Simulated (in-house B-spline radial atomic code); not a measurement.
# Os³¹⁺: excited configurations

Wanted: excitation energies of Os³¹⁺ as differences of total energies (ΔSCF).

The numbers are computed with in-house B-spline radial atomic code version 1 (Dirac-Hartree-Fock, average of configuration, Fermi nucleus, basis-set limit), except any that are marked as measured or tabulated.

## (1) What is computed

| Item | Value |
| --- | --- |
| element | osmium (Z = 76) |
| charge | +31 |
| electrons | 45 |
| configuration | [Kr] 4d9 |
| Hamiltonian | Dirac-Coulomb |
| nucleus | Fermi, rms radius 5.413 fm |

Outer shells as boxes (Hund's rule):

[Kr] 4d9
```
[Kr] core
4d [↑↓][↑↓][↑↓][↑↓][↑ ]
```

The boxes draw the filling by Hund's rule, which heavy ions in jj coupling don't follow; these runs average over all states of the configuration.

The run's settings:

```ini
Z = 76
electrons = 45.0
configuration = [Kr] 4d9
hamiltonian = dirac
method = hf
spin_polarised = False
nucleus = fermi
rms_radius = 5.4126
mass_number = 192
atomic_mass = 191.961478765
speed_of_light = 137.035999084
```

From the earlier run of the reference: total energy -16785.661665 hartree. Levels, eight at most:

```csv
orbital,occupation,energy (eV),<r> (bohr)
3p3/2,4,-3662.55,0.1969
3d3/2,4,-3235.23,0.1722
3d5/2,6,-3161.97,0.1767
4s1/2,2,-1733.50,0.4050
4p1/2,2,-1619.33,0.4043
4p3/2,4,-1521.83,0.4278
4d3/2,3.6,-1335.77,0.4225
4d5/2,5.4,-1315.89,0.4296
```

## (2) [Kr] 4d8 8d1

The run's settings:

```ini
Z = 76
electrons = 45.0
configuration = [Kr] 4d8 8d1
hamiltonian = dirac
method = hf
spin_polarised = False
nucleus = fermi
rms_radius = 5.4126
mass_number = 192
atomic_mass = 191.961478765
speed_of_light = 137.035999084
```

## (3) Configuration [Kr] 4d8 6p1

The settings differ from step 2 so:

```diff
@@ -2,3 +2,3 @@
 electrons = 45.0
-configuration = [Kr] 4d8 8d1
+configuration = [Kr] 4d8 6p1
 hamiltonian = dirac
```

## (4) Run with [Kr] 4d8 7g1

The settings differ from step 3 so:

```diff
@@ -2,3 +2,3 @@
 electrons = 45.0
-configuration = [Kr] 4d8 6p1
+configuration = [Kr] 4d8 7g1
 hamiltonian = dirac
```

## (5) Configuration [Ar] 3d9 4s2 4p6 4d9 5g1

The settings differ from step 4 so:

```diff
@@ -2,3 +2,3 @@
 electrons = 45.0
-configuration = [Kr] 4d8 7g1
+configuration = [Ar] 3d9 4s2 4p6 4d9 5g1
 hamiltonian = dirac
```

## (6) [Ar] 3d10 4s2 4p5 4d9 6g1

The settings differ from step 5 so:

```diff
@@ -2,3 +2,3 @@
 electrons = 45.0
-configuration = [Ar] 3d9 4s2 4p6 4d9 5g1
+configuration = [Ar] 3d10 4s2 4p5 4d9 6g1
 hamiltonian = dirac
```

**Question.** How far above the reference does each configuration lie (order and size, in eV)?

**Answer**, as computed:

| net move | configuration | energy above the reference (eV) | with Breit, QED, recoil (eV) | largest <r> (bohr) |
| --- | --- | --- | --- | --- |
| 4d → 6p | [Kr] 4d8 6p1 | 787.86 | 787.55 | 1.22 |
| 4d → 7g | [Kr] 4d8 7g1 | 1027.89 | 1027.21 | 1.89 |
| 4d → 8d | [Kr] 4d8 8d1 | 1065.80 | 1065.18 | 2.47 |
| 4p → 6g | [Ar] 3d10 4s2 4p5 4d9 6g1 | 1150.93 | 1149.05 | 1.30 |
| 3d → 5g | [Ar] 3d9 4s2 4p6 4d9 5g1 | 2596.39 | 2593.34 | 0.793 |

Quantum defects of the promoted electron, δ = n − ζ/√(−2ε) with ζ = 32 and ε its orbital energy in hartree:

| promotion | δ |
| --- | --- |
| 4d → 6p | 0.894 |
| 4d → 7g | 0.120 |
| 4d → 8d | 0.630 |
| 4p → 6g | 0.112 |
| 3d → 5g | 0.093 |

What this shows: At the bottom stands 4d → 6p (787.86 eV), at the top 3d → 5g (2596.39 eV). Koopmans' estimate of the ionisation threshold is 1315.89 eV; 1 configuration exceeds it by over 2 % and could autoionise. Of those tabulated, the defect is largest for 6p (0.89) and least for 5g (0.09); at this charge much of the defect is relativistic. Two partly filled shells share a symmetry and can mix in the average, which may lower the energy, for: 4d → 8d; 3d → 5g. These are averages over configurations, without correlation, not spectroscopic levels.
